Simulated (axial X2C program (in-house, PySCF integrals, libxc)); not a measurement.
# All-electron X2C curves of ZrBr, part 2 of 2

Computed with an in-house X2C program for linear molecules on PySCF integrals; all-electron X2C, Zr dyall-cv3z, Br dyall-cv3z. Earlier steps stand in the parts before.

## 8. The spin-free curves together

Energy (eV) of the followed determinant, spin-free, from each level's lowest point:

```
R (Å)   PBE0     HF    MP2   CCSD  CCSD(T)   PW91
2.164  0.895  1.442  1.105    n/a      n/a  0.865
2.263  0.360  0.717  0.491  0.530    0.517  0.343
2.338  0.137  0.372  0.217  0.241    0.233  0.127
2.412  0.026  0.157  0.063  0.074    0.070  0.022
2.487  0.000  0.041  0.000  0.000    0.000  0.000
2.574  0.048  0.000  0.013  0.002    0.006  0.051
2.661  0.157  0.035  0.093  0.074    0.081  0.161
2.773  0.355  0.157  0.264  0.235    0.247  0.359
2.910  0.649  0.382  0.536    n/a      n/a  0.649
```

## 9. PBE0, 2c

State followed: Ω = 3/2 (excess of +ω over −ω: ω = 1/2, ω = -3/2, ω = 5/2). The scan is laid around 2.487 Å, a first estimate of the minimum, and this SCF restarts from the orbitals of the search.

Output at 2.487 Å:

```text
two-component X2C + atomic mean field  PBE0
basis functions 263  fitting functions 1311  grid points 5803
iter        total energy     max residual
   1      -6201.846170413     5.95e-06
   2      -6201.846170414     4.05e-06
converged
one-electron -9182.22704879  Coulomb 2892.58442250  exact exchange -51.04564055  xc functional -156.45559792  nuclear repulsion 297.88825705  atomic mean-field constant -2.59056271
```

Along the bond, energies from the lowest point:

```
R (Å)  E (eV)  μ (D)  HOMO (eV)  LUMO (eV)  iterations
2.164  0.8981  -2.75      -3.95      -1.56          13
2.263  0.3621  -3.13      -4.11      -1.71          12
2.338  0.1382  -3.44      -4.23      -1.82          12
2.412  0.0267  -3.78      -4.36      -1.93          12
2.487  0.0000  -4.13      -4.48      -2.05           2
2.574  0.0476  -4.56      -4.62      -2.18          12
2.661  0.1558  -5.01      -4.75      -2.31          12
2.773  0.3533  -5.61      -4.92      -2.48          12
2.910  0.6464  -6.37      -5.10      -2.70          13
```

Dipoles are positive if Br is the positive end.

Outer spinors at the reference distance:

| ω | occupied | ε (eV) | atomic character | λ mixture |
| --- | --- | --- | --- | --- |
| -1/2 | yes | -35.31 | 100% Zr p | 76% π, 24% σ |
| 1/2 | yes | -34.84 | 98% Zr p | 86% σ, 14% π |
| 3/2 | yes | -33.70 | 100% Zr p | 100% π |
| -1/2 | yes | -33.37 | 98% Zr p | 76% σ, 24% π |
| 1/2 | yes | -32.51 | 100% Zr p | 85% π, 15% σ |
| -3/2 | yes | -31.67 | 100% Zr p | 100% π |
| -1/2 | yes | -21.28 | 74% Br s, 8% Zr d, 8% Zr p | 100% σ |
| 1/2 | yes | -21.22 | 74% Br s, 8% Zr d, 8% Zr p | 100% σ |
| 1/2 | yes | -9.21 | 78% Br p, 11% Zr d, 5% Zr s | 94% σ, 6% π |
| -1/2 | yes | -9.15 | 79% Br p, 10% Zr d, 4% Zr s | 93% σ, 7% π |
| 1/2 | yes | -8.36 | 79% Br p, 9% Zr d, 5% Zr f | 94% π, 6% σ |
| -1/2 | yes | -8.35 | 77% Br p, 11% Zr d, 5% Zr f | 93% π, 7% σ |
| -3/2 | yes | -8.10 | 78% Br p, 10% Zr d, 5% Zr f | 100% π |
| 3/2 | yes | -8.10 | 76% Br p, 12% Zr d, 5% Zr f | 100% π |
| 1/2 | yes | -5.09 | 68% Zr s, 25% Zr d, 4% Zr p | 100% σ |
| -3/2 | yes | -4.57 | 100% Zr d | 100% δ |
| 5/2 | yes | -4.48 | 100% Zr d | 100% δ |
| -1/2 | no | -2.05 | 75% Zr d, 19% Zr p, 3% Br p | 100% π |
| 3/2 | no | -1.99 | 74% Zr d, 20% Zr p, 3% Br p | 100% π |
| 1/2 | no | -1.98 | 44% Zr d, 39% Zr p, 9% Zr s | 100% σ |
| -1/2 | no | -1.86 | 77% Zr s, 19% Zr p | 100% σ |

PBE0 fields in the half plane through the axis: z from -2.4 to 4.8 Å across, distance from the axis 0.15 to 2.25 Å upwards; Zr lies at z = 0 and Br at z = 2.487 Å; the ELF is damped to zero where the density is low.

log10 density (e/bohr³). Ten even steps from '0' (-4.63 ) to '9' (1.60 ):
```
1112223333322222222211100
1122333333333333333222110
1222334444333334443332210
1223344444444444444433211
1223345555544455555443321
1223445666555556665544321
1223456777655566776554322
1223467898665567997654322
```

ELF. Ten even steps from '0' (0.00 ) to '9' (0.83 ):
```
0013567776421001111000000
0124567876421123443210000
0123457776421256676532000
0112235665212578998763100
0100013676202799999975310
0000015898413898669997410
1000169525823972433997520
1000499555854946492898520
```

Re = 2.478 Å, ωe = 275.6 cm⁻¹, ωexe = 0.636 cm⁻¹, Be = 0.06534 cm⁻¹, De = 4.34 eV, μ = -4.09 D.

## 10. HF, 2c

The SCF at the reference distance of 2.487 Å:

```text
two-component X2C + atomic mean field  HF
basis functions 263  fitting functions 1311  grid points 5803
iter        total energy     max residual
   1      -6198.527494134     2.69e-01
   2      -6198.559814023     1.05e-02
   3      -6198.561312410     3.80e-03
   4      -6198.561689188     1.90e-03
   5      -6198.561817717     1.49e-03
   6      -6198.561896195     1.27e-03
   7      -6198.561959147     1.01e-03
   8      -6198.562023767     6.75e-04
   9      -6198.562076523     1.35e-04
  10      -6198.562079744     8.00e-05
  11      -6198.562079848     7.28e-05
  12      -6198.562079918     6.54e-05
  13      -6198.562080000     5.56e-05
  14      -6198.562080103     4.07e-05
  15      -6198.562080209     1.80e-05
  16      -6198.562080240     4.14e-06
  17      -6198.562080243     1.97e-06
  18      -6198.562080244     1.17e-06
converged
one-electron -9181.19886346  Coulomb 2891.63215053  exact exchange -204.29306165  xc functional 0.00000000  nuclear repulsion 297.88825705  atomic mean-field constant -2.59056271
```

Re = 2.573 Å, ωe = 253.6 cm⁻¹, ωexe = 0.558 cm⁻¹, Be = 0.06057 cm⁻¹, De = 3.16 eV, μ = -4.98 D.

## 11. PW91, 2c

The SCF at the reference distance of 2.487 Å:

```text
two-component X2C + atomic mean field  PW91
basis functions 263  fitting functions 1311  grid points 5803
iter        total energy     max residual
   1      -6202.927073896     1.13e-01
   2      -6202.931376886     7.63e-03
   3      -6202.922535567     2.18e-02
   4      -6202.933177109     9.21e-04
   5      -6202.933202586     6.97e-04
   6      -6202.933212311     2.59e-04
   7      -6202.933214537     1.99e-05
   8      -6202.933214540     8.56e-06
   9      -6202.933214541     1.70e-06
converged
one-electron -9182.10108287  Coulomb 2892.43921957  exact exchange 0.00000000  xc functional -208.56904558  nuclear repulsion 297.88825705  atomic mean-field constant -2.59056271
```

Re = 2.474 Å, ωe = 274.6 cm⁻¹, ωexe = 0.655 cm⁻¹, Be = 0.06556 cm⁻¹, De = 4.49 eV, μ = -3.47 D.

## 12. MP2 and beyond, 2c

Correlated methods: 11 electrons correlated (frozen shells, counted by type: Zr 4 s, 3 p, 1 d; Br 3 s, 2 p, 1 d), 323 virtual spinors in MP2, 90 natural virtuals in coupled cluster.

Output of the correlated part at 2.487 Å:

```text
correlated 11  virtual 323  natural virtual 90  E(MP2) -0.212788441  MP2 remainder -0.007244325
iter   CCSD correlation   residual
   1     -0.219037833   1.02e-01
   2     -0.224268863   4.80e-02
   3     -0.225876481   3.03e-02
   4     -0.226266023   2.17e-02
   5     -0.226692054   1.48e-02
   6     -0.226937834   8.92e-03
   7     -0.227003750   4.11e-03
   8     -0.227031740   2.16e-03
   9     -0.227026320   1.24e-03
  10     -0.227036688   5.63e-04
  11     -0.227036148   2.26e-04
  12     -0.227037595   1.08e-04
  13     -0.227037416   5.80e-05
  14     -0.227037788   3.16e-05
  15     -0.227037952   1.66e-05
  16     -0.227038058   1.07e-05
  17     -0.227038204   7.83e-06
  18     -0.227038324   5.10e-06
  19     -0.227038396   2.94e-06
  20     -0.227038446   1.71e-06
  21     -0.227038457   1.02e-06
(T) -0.010038087  T1 0.0278  D1 0.0658  max T2 0.119
```

MP2: Re = 2.516 Å, ωe = 267.5 cm⁻¹, Be = 0.06335 cm⁻¹, De = 3.98 eV.

CCSD: Re = 2.528 Å, ωe = 265.2 cm⁻¹, ωexe = 0.575 cm⁻¹, Be = 0.06277 cm⁻¹, De = 3.69 eV. T1 at Re = 0.020 (Lee–Taylor, the printed value over √2).

CCSD(T): Re = 2.524 Å, ωe = 266.4 cm⁻¹, ωexe = 0.576 cm⁻¹, Be = 0.06298 cm⁻¹, De = 3.76 eV. T1 at Re = 0.020 (Lee–Taylor, the printed value over √2).

## 13. A higher determinant, 2c

State: Ω = 3/2 (excess of +ω over −ω: ω = 3/2).

Output at the reference distance:

```text
two-component X2C + atomic mean field  PBE0
basis functions 263  fitting functions 1311  grid points 5803
iter        total energy     max residual
   1      -6201.843814575     1.33e-05
   2      -6201.843814596     1.01e-05
   3      -6201.843814604     8.55e-06
   4      -6201.843814617     4.25e-06
   5      -6201.843814620     1.71e-06
   6      -6201.843814620     8.87e-07
converged
one-electron -9181.94668895  Coulomb 2892.28625826  exact exchange -51.04395601  xc functional -156.43712227  nuclear repulsion 297.88825705  atomic mean-field constant -2.59056271
```

```
R (Å)  E above the lowest PBE0 point (eV)
2.164                               1.121
2.263                               0.528
2.338                               0.266
2.412                               0.121
2.487                               0.064
2.574                               0.081
2.661                               0.163
2.773                               0.332
2.910                               0.596
```

Re = 2.511 Å, ωe = 265.4 cm⁻¹, ωexe = 0.618 cm⁻¹, Be = 0.06364 cm⁻¹, μ = -3.52 D. Te = 0.06 eV.

## 14. The 2c curves together

Energy (eV) of the followed determinant, 2c, from each level's lowest point:

```
R (Å)   PBE0     HF    MP2   CCSD  CCSD(T)   PW91
2.164  0.898  1.446  1.108    n/a      n/a  0.867
2.263  0.362  0.720  0.493  0.532    0.519  0.345
2.338  0.138  0.374  0.218  0.242    0.234  0.128
2.412  0.027  0.158  0.063  0.075    0.071  0.023
2.487  0.000  0.041  0.000  0.000    0.000  0.000
2.574  0.048  0.000  0.012  0.001    0.005  0.051
2.661  0.156  0.034  0.092  0.072    0.080  0.160
2.773  0.353  0.156  0.262  0.233    0.245  0.357
2.910  0.646  0.380  0.533    n/a      n/a  0.646
```

Time for the job: 4.7 min (1 thread of Arm Neoverse V1, shared host).

## 15. What came out

The summary covers parts 1 to 2.

Lowest determinant that the search found at its distance, spin-free: M_S = 3/2, Λ = 0 (beyond closed shells: σα, δ+α, δ-α).

Lowest determinant that the search found at its distance, 2c: Ω = 3/2 (excess of +ω over −ω: ω = 1/2, ω = -3/2, ω = 5/2).

| Hamiltonian | level | Re (Å) | ωe (cm⁻¹) | De (eV) | μ (D) |
| --- | --- | --- | --- | --- | --- |
| spin-free | PBE0 | 2.477 | 275.9 | 4.45 | -4.09 |
| spin-free | HF | 2.573 | 253.9 | 3.30 | -4.97 |
| spin-free | MP2 | 2.516 | 267.9 | 4.13 | n/a |
| spin-free | CCSD | 2.527 | 265.4 | 3.84 | n/a |
| spin-free | CCSD(T) | 2.523 | 266.7 | 3.91 | n/a |
| spin-free | PW91 | 2.473 | 275.0 | 4.60 | -3.47 |
| 2c | PBE0 | 2.478 | 275.6 | 4.34 | -4.09 |
| 2c | HF | 2.573 | 253.6 | 3.16 | -4.98 |
| 2c | MP2 | 2.516 | 267.5 | 3.98 | n/a |
| 2c | CCSD | 2.528 | 265.2 | 3.69 | n/a |
| 2c | CCSD(T) | 2.524 | 266.4 | 3.76 | n/a |
| 2c | PW91 | 2.474 | 274.6 | 4.49 | -3.47 |

Dipoles are positive if Br is the positive end.

Time per point (s) on 1 thread of Arm Neoverse V1, shared host (2c runs; CCSD comes with the CCSD(T) run); the times are rough: PBE0 1.3, HF 1.6, MP2 2, CCSD(T) 7.4, PW91 0.51.

In words: At CCSD(T), going from spin-free to two-component changes Re by +1 mÅ, ωe by -0.1 %; the spin-free picture holds up (part of it comes from the scalar share of the two-electron terms). De moves by -0.15 eV; both De rest on single-determinant atoms, which can miss part of an open shell's spin–orbit lowering.

De refers to Zr + Br, each in the lowest determinant found, which need not be this curve's own limit. The state is a single determinant with fixed occupations, the lowest that a limited PBE0 search found. De is counted from the lowest determinant-based energies of the atoms at the same level, without counterpoise correction. Density functionals use the spin component along the axis (collinear). CCSD and (T) use frozen natural virtuals with an MP2 correction for the truncation. With several unpaired electrons one determinant need not be a pure state. With the outer-core shells frozen, correlated bond lengths of heavy atoms tend to come out a few hundredths of an ångström too long.
